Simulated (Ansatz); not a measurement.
What does this script print? It uses Ansatz 0.2.0 through its Python package.

`clfh2sesi.xyz`
```text
6

F     0.68240   -1.78440    1.06780
Si    0.35280   -0.41810    0.04870
Cl   -0.39470   -1.08070   -1.81440
Se   -1.11230    0.97170    1.00810
H     1.61520    0.31470   -0.16710
H    -1.10130    1.93290   -0.18930
```

The script, `clfh2sesi.py`:
```python
"""Potential curve of ClFH2SeSi along one bond."""

import ansatz as az
import numpy as np


def main() -> None:
    system = az.Crystal.molecule_from_extxyz("clfh2sesi.xyz")

    symbols = [site.symbol for site in system.cartesian_sites]
    start = np.array([site.position_ang for site in system.cartesian_sites])
    axis = (start[0] - start[1]) / np.linalg.norm(start[0] - start[1])
    moving = [0]
    lengths, energies = [1.528, 1.597, 1.667, 1.736, 1.806, 1.875, 1.944, 2.049], []
    for length in lengths:
        xyz = start.copy()
        xyz[moving] += (length - np.linalg.norm(start[0] - start[1])) * axis
        point = az.Crystal.molecule()
        for symbol, place in zip(symbols, xyz):
            point = point.atom(symbol, place.tolist())
        base = point.calculation().basis(gaussian="def2-SVP").functional("B3LYP", dispersion="d4")
        r = base.run(threads=1).report
        energies.append(r["free_energy_ev"])
        print(f"r = {length:6.3f} A  E = {energies[-1]:.5f} eV  <S^2> = {abs(r['mean_field']['state']['spin_squared']):.3f}")

    # quartic fit about the minimum
    fit = np.polynomial.Polynomial.fit(lengths, np.array(energies) - min(energies), 4).convert()
    roots = [r.real for r in fit.deriv().roots() if abs(r.imag) < 1e-9 and fit.deriv(2)(r.real) > 0]
    r_e = min(roots, key=lambda r: abs(r - lengths[int(np.argmin(energies))]))
    print(f"minimum of the fit at {r_e:.4f} A, force constant {fit.deriv(2)(r_e):.2f} eV/A^2")


if __name__ == "__main__":
    main()
```

```console
$ python clfh2sesi.py
r =  1.528 A  E = -88488.19210 eV  <S^2> = 0.000
r =  1.597 A  E = -88488.34045 eV  <S^2> = 0.000
r =  1.667 A  E = -88488.30183 eV  <S^2> = 0.000
r =  1.736 A  E = -88488.13591 eV  <S^2> = 0.000
r =  1.806 A  E = -88487.88117 eV  <S^2> = 0.000
r =  1.875 A  E = -88487.57594 eV  <S^2> = 0.000
r =  1.944 A  E = -88487.23953 eV  <S^2> = 0.000
r =  2.049 A  E = -88486.70286 eV  <S^2> = 0.000
minimum of the fit at 1.6154 A, force constant 34.90 eV/A^2
```

Reading the output:
- Total energies depend on the basis set; only differences at equal settings carry meaning.
- The rest of the molecule is held rigid at a force-field or estimated start geometry, and the basis set is modest; single-reference methods fail as a bond breaks.
- b3lyp holds the VWN-RPA fit, as in Gaussian; the form of ORCA and Turbomole is b3lyp5.
- The orbitals are restricted, so S² is zero by construction.
- Toward dissociation an unrestricted state can lie under the restricted one, by tenths of an eV for polar bonds under a functional and by 1 to 2 eV or more for others.
- Run time: 18 s on 1 thread of Intel(R) Xeon(R) Processor @ 2.30GHz, with other jobs on the host, peak memory 0.3 GiB.
